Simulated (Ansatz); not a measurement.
# GeH₅O₂P: a ladder of functionals and wavefunction methods

One table from this session's results is given with a row withheld; the runs are named, their logs left out.

Program: Ansatz 0.2.0, Gaussian basis. Level of theory: functionals in def2-TZVPP, the program's frozen cores in correlated methods. These are calculated values, not measurements.

Levels to be run: LDA (SPW92), PBE-D4, revPBE-D4, BLYP-D4, r2SCAN-D4, B97M-V, PBE0-D4, B3LYP-D4, r2SCANh-D4, r2SCAN0-D4, HSE06-D4, BHLYP-D4, CAM-B3LYP-D4, LC-ωPBE, ωB97X-V, ωB97M-V, B2PLYP, PBE-QIDH; CCSD(T)/def2-SVP; CCSD(T)/def2-TZVPP; MP2/def2-QZVPP; extrapolation to the limit; RPA on PBE.

**The geometry**

An earlier PBE0-D4 in a triple-zeta def2 set relaxation fixed the geometry.

SMILES `O[P](O)[GeH3]`, 9 atoms, charge 0, spin multiplicity 1.

Atoms are counted from 1 here; the program's logs count them from 0.

Bond lengths: O1–P2 1.655 Å, O1–H5 0.962 Å, P2–O3 1.639 Å, P2–Ge4 2.348 Å, O3–H6 0.964 Å, Ge4–H7 1.536 Å, Ge4–H8 1.538 Å, Ge4–H9 1.544 Å. Angles: P2–O1–H5 110.6°, O1–P2–O3 103.3°, O1–P2–Ge4 93.7°, O3–P2–Ge4 99.8°, P2–O3–H6 114.5°, P2–Ge4–H7 111.2°, P2–Ge4–H8 109.6°, P2–Ge4–H9 108.1°, H7–Ge4–H8 109.4°, H7–Ge4–H9 109.7°, H8–Ge4–H9 108.8°.

Set-up of the first run:

Contents of in.yaml:

```yaml
crystal:
  periodic: [false, false, false]
  atoms:
    - {symbol: O, position_ang: [-0.124719, 1.502176, -0.988363]}
    - {symbol: P, position_ang: [0.780782, 0.117793, -0.936820]}
    - {symbol: O, position_ang: [1.905246, 0.445489, 0.209412]}
    - {symbol: Ge, position_ang: [-0.791547, -1.043448, 0.363504]}
    - {symbol: H, position_ang: [0.154602, 2.062553, -1.718552]}
    - {symbol: H, position_ang: [1.542816, 0.752427, 1.048813]}
    - {symbol: H, position_ang: [-2.142315, -1.148183, -0.359964]}
    - {symbol: H, position_ang: [-0.265504, -2.455478, 0.671097]}
    - {symbol: H, position_ang: [-0.970861, -0.279527, 1.693674]}
basis:
  gaussian: {orbitals: def2-TZVPP}
hamiltonian: {xc: lda}
output: {orbitals: {seedname: orbitals}}
```

Among the steps run: LDA; PBE-D4 (GGA); revPBE-D4 (GGA); BLYP-D4 (GGA); r2SCAN-D4 (meta-GGA); B97M-V (meta-GGA); PBE0-D4 (hybrid); B3LYP-D4 (hybrid); r2SCANh-D4 (hybrid); r2SCAN0-D4 (hybrid); HSE06-D4 (hybrid); BHLYP-D4 (hybrid); CAM-B3LYP-D4 (range-separated); LC-ωPBE (range-separated); ωB97X-V (range-separated); ωB97M-V (range-separated); B2PLYP (double hybrid); PBE-QIDH (double hybrid).

One of the session's tables, all rows but one given; the rest of the session is left out.

It belongs to the step «Frontier levels by functional». 

| functional | HOMO (eV) | gap (eV) |
| --- | --- | --- |
| LDA (SPW92) | -5.65 | 4.38 |
| PBE-D4 | -5.53 | 4.47 |
| revPBE-D4 | -5.48 | 4.52 |
| BLYP-D4 | -5.42 | 4.43 |
| r2SCAN-D4 | -5.74 | 4.96 |
| B97M-V | -5.84 | 4.93 |
| PBE0-D4 | -6.65 | 6.44 |
| B3LYP-D4 | ? | ? |
| r2SCANh-D4 | -6.15 | 5.67 |
| r2SCAN0-D4 | -6.78 | 6.75 |
| HSE06-D4 | -6.25 | 5.68 |
| BHLYP-D4 | -7.67 | 8.32 |
| CAM-B3LYP-D4 | -7.93 | 8.70 |
| LC-ωPBE | -9.20 | 11.18 |
| ωB97X-V | -8.88 | 10.71 |
| ωB97M-V | -8.72 | 10.29 |

Estimate the missing values for B3LYP-D4.

Worked estimate for «HOMO (eV)». Against the share of exact exchange, BLYP-D4 (0, -5.42), BHLYP-D4 (0.5, -7.67) give a slope of -4.50 per unit share; at 0.2 the line stands at -6.32.

As computed: HOMO (eV): -6.47; gap (eV): 6.01. In «HOMO (eV)» the line misses by +0.15.
